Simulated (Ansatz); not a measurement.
# TiRh: strong compression

One table from this session's results is given with a row withheld; the runs are named, their logs left out.

Program: Ansatz 0.2.0. Level of theory: DFT, r2SCAN, PAW with Ansatz's default frozen-core files, scalar-relativistic. These are calculated values, not measurements.

### The starting structure

The structure is cubic, space group Pm-3m (No. 221). Conventional cell: a = 3.115 Å, b = 3.115 Å, c = 3.115 Å, α = 90.00°, β = 90.00°, γ = 90.00°. Around Ti (site symmetry m-3m) lie 8 Rh at 2.70 Å. Around Rh (site symmetry m-3m) lie 8 Ti at 2.70 Å.

Structure file:

```
Ti Rh
1.0
     3.11520    0.00000    0.00000
     0.00000    3.11520    0.00000
     0.00000    0.00000    3.11520
Ti Rh
1 1
Direct
  0.50000 0.50000 0.50000
  0.00000 0.00000 0.00000
```

Whether this phase is the stable one at these pressures isn't tested.

Atoms are numbered in the order of the input: Ti1, Rh2.

The first run:

The input, input.yaml:

```yaml
crystal:
  lattice:
    - [3.115202, 0.0, 0.0]
    - [0.0, 3.115202, 0.0]
    - [0.0, 0.0, 3.115202]
  atoms:
    - { symbol: Ti, position: [0.5, 0.5, 0.5] }
    - { symbol: Rh, position: [0.0, 0.0, 0.0] }
kpoints:
  mp_grid: { grid: [12, 12, 12] }
  band_path:
    path:
      - [0.0, 0.0, 0.0]
      - [0.0, 0.5, 0.0]
      - [0.5, 0.5, 0.0]
      - [0.0, 0.0, 0.0]
      - [0.5, 0.5, 0.5]
      - [0.0, 0.5, 0.0]
      - [0.5, 0.5, 0.5]
      - [0.5, 0.5, 0.0]
    npoints: 6
scf:
  occupations: { method: fermi_dirac, width: 0.05 }
hamiltonian:
  xc: r2scan
  pseudopotentials: { kind: paw }
output:
  forces: true
  stress: true
  eigenvalues: true
  efg: { contact_densities: true }
  populations: true
```

Started as:

```bash
$ ansatz run input.yaml --threads 1 --pin off --max-ram 2048MiB --backend cpu --events-out ev --progress --plain --runs-dir out
```

Steps of the session up to this table: Volume scaled by 1, PAW; Volume scaled by 0.9, PAW; Volume scaled by 0.8, PAW; Volume scaled by 0.75, PAW.

One of the session's tables, all rows but one given; the rest of the session is left out.

```
method  volume over the first  volume (Å³/atom)  pressure (GPa)
   PAW                      1            15.116           -4.63
   PAW                    0.9                 ?               ?
   PAW                    0.8            12.093           61.70
   PAW                   0.75            11.337           93.50
```

Estimate the missing values for PAW, 0.9.

As computed: volume (Å³/atom): 13.604; pressure (GPa): 19.70. In the column «volume (Å³/atom)» it lies between PAW, 0.8 (12.093) and PAW, 1 (15.116).

Limits of these values: A fit over so wide a range leans to the high pressures, so B₀ can be off by several per cent. Warnings in the runs' records: gradients without spin orbit.
